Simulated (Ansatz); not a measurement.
**AlH5OSSi: a nudged elastic band in two tries**

The task is a band of images between two relaxed ends. SMILES of the start: [OH][AlH][S][SiH3].

All numbers below are computed with Ansatz 0.2.0 (RKS B3LYP/def2-SVP).

**1. The structure to begin with**

Bond lengths: O1–Al2 1.703 Å, Al2–S3 2.185 Å, S3–Si4 2.172 Å, O1–H5 0.961 Å, Al2–H6 1.574 Å, Si4–H7 1.489 Å, Si4–H8 1.490 Å, Si4–H9 1.488 Å. Angles: O1–Al2–S3 115.0°, O1–Al2–H6 124.0°, S3–Al2–H6 121.0°, Al2–O1–H5 129.2°, Al2–S3–Si4 101.6°, S3–Si4–H7 111.9°, S3–Si4–H8 105.1°, S3–Si4–H9 111.9°, H7–Si4–H8 109.1°, H7–Si4–H9 109.6°, H8–Si4–H9 109.1°.

Coordinates:

```xyz
9

O    -0.4789    1.2031   -1.3001
Al    0.7850    1.5215   -0.2034
S     1.1652   -0.0636    1.2511
Si   -0.3268   -1.5397    0.6903
H    -0.8160    1.7502   -2.0146
H     1.6391    2.8434   -0.2029
H    -0.1233   -2.0355   -0.6984
H    -0.1335   -2.6682    1.6431
H    -1.7108   -1.0112    0.8347
```

**2. First attempt**

The input, input.yaml:

```yaml
crystal:
  periodic: [false, false, false]
  atoms:
    - { symbol: O, position_ang: [-0.478881, 1.203096, -1.300053] }
    - { symbol: Al, position_ang: [0.785049, 1.521531, -0.203359] }
    - { symbol: S, position_ang: [1.165217, -0.063589, 1.251146] }
    - { symbol: Si, position_ang: [-0.326834, -1.539711, 0.690325] }
    - { symbol: H, position_ang: [-0.816021, 1.750159, -2.014559] }
    - { symbol: H, position_ang: [1.639067, 2.843412, -0.202918] }
    - { symbol: H, position_ang: [-0.123276, -2.035509, -0.698361] }
    - { symbol: H, position_ang: [-0.133526, -2.668225, 1.643063] }
    - { symbol: H, position_ang: [-1.710814, -1.011151, 0.834715] }
basis:
  gaussian: { orbitals: def2-SVP }
hamiltonian:
  xc: b3lyp
neb:
  order_check: false
  images: 9
  f_tol: 0.05
  max_iterations: 8
  initial_path: idpp
  final_atoms:
    - { symbol: O, position_ang: [0.07808462, 0.8911229, -1.59923863] }
    - { symbol: Al, position_ang: [0.7241813, 1.55443971, -0.16974559] }
    - { symbol: S, position_ang: [0.50750676, 0.30203416, 1.60690704] }
    - { symbol: Si, position_ang: [-0.52284288, -1.42995694, 0.79555905] }
    - { symbol: H, position_ang: [0.05989129, 1.25983015, -2.48621719] }
    - { symbol: H, position_ang: [1.43166742, 2.95889909, -0.0906161] }
    - { symbol: H, position_ang: [-1.85196689, -1.06881404, 0.23106462] }
    - { symbol: H, position_ang: [0.29082194, -2.12152815, -0.24148192] }
```

The run is started by

```
> ansatz run input.yaml --threads 2 --pin off --max-ram 3072MiB --backend cpu --events-out ev --progress --plain --runs-dir out
```

Before running it: what results should come out? Wanted: first try.

The runs gave:

```
 quantity                                               value
first try                                             refused
    cause  the second end lists one atom fewer than the first
```

What this shows: The fault in the first input was caught at the input check and cost nothing.
